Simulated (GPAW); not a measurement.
Input of a GPAW 26.7.0 run:

The input run.py:

```python
from ase import Atoms
from ase.dft.bandgap import bandgap
from ase.io import write
from ase.units import GPa
from ase.parallel import parprint
from gpaw import GPAW, PW

atoms = Atoms(['Zr', 'Zr', 'Zr', 'S', 'S'],
              cell=[[2.9025379727, 1.6757810799, 3.4877732718],
                    [-2.9025379727, 1.6757810799, 3.4877732718],
                    [0.0, -3.3515621597, 3.4877732718]],
              scaled_positions=[[0.838727, 0.5, 0.161273],
                                [0.5, 0.161273, 0.838727],
                                [0.161273, 0.838727, 0.5],
                                [0.665023, 0.665023, 0.665023],
                                [0.334977, 0.334977, 0.334977]],
              pbc=True)

calc = GPAW(mode=PW(600),
            xc='MGGA_X_R2SCAN+MGGA_C_R2SCAN',
            kpts={'size': (4, 4, 4), 'gamma': True},
            occupations={'name': 'fermi-dirac', 'width': 0.05},
            nbands=44,
            convergence={'density': 1e-05, 'energy': 1e-05},
            maxiter=150,
            txt='gpaw.txt')
atoms.calc = calc
energy = atoms.get_potential_energy()
forces = atoms.get_forces()
stress = atoms.get_stress()
calc.write('gs.gpw')
write('result.traj', atoms)
parprint(f'Energy: {energy:.6f} eV')
parprint('Forces (eV/A):')
parprint(forces.round(4))
parprint('Stress (GPa):', (stress / GPa).round(3))
parprint('Fermi level:', round(calc.get_fermi_level(), 4), 'eV')
parprint(f'Gap: {bandgap(calc)[0]:.4f} eV, direct: {bandgap(calc, direct=True)[0]:.4f} eV')

path = atoms.cell.bandpath('GLB1,BZGX,QFP1Z,LP', npoints=100, eps=1e-4)
bs_calc = calc.fixed_density(kpts=path, symmetry='off', nbands=66,
                             convergence={'bands': 'CBM+6.0', 'eigenstates': 1e-6}, txt='bands.txt')
bs = bs_calc.band_structure()
bs.write('bs.json')
parprint(f'Gap on the path: {bandgap(bs_calc)[0]:.4f} eV')
```

Potentials or basis: GPAW PAW data sets (gpaw-data 1.2.1), pw.

Run with:

```console
$ OMP_NUM_THREADS=1 mpirun -n 4 gpaw python run.py
```

Question: Predict the pressure.

Answer: -1.1 GPa.

Question: What does it give for the band gap along the path?

Answer: None (metal or under the smearing width).

Question: Estimate the largest force.

Answer: 0.072 eV/Å.

Forces on the atoms (eV/Å):
```
Zr  -0.036 -0.062  0.000
Zr  -0.036  0.062  0.000
Zr   0.072  0.000  0.000
S    0.000  0.000 -0.030
S    0.000  0.000  0.030
```

Caveat: the PAW data sets were made with another functional, which shifts forces and pressure a little.
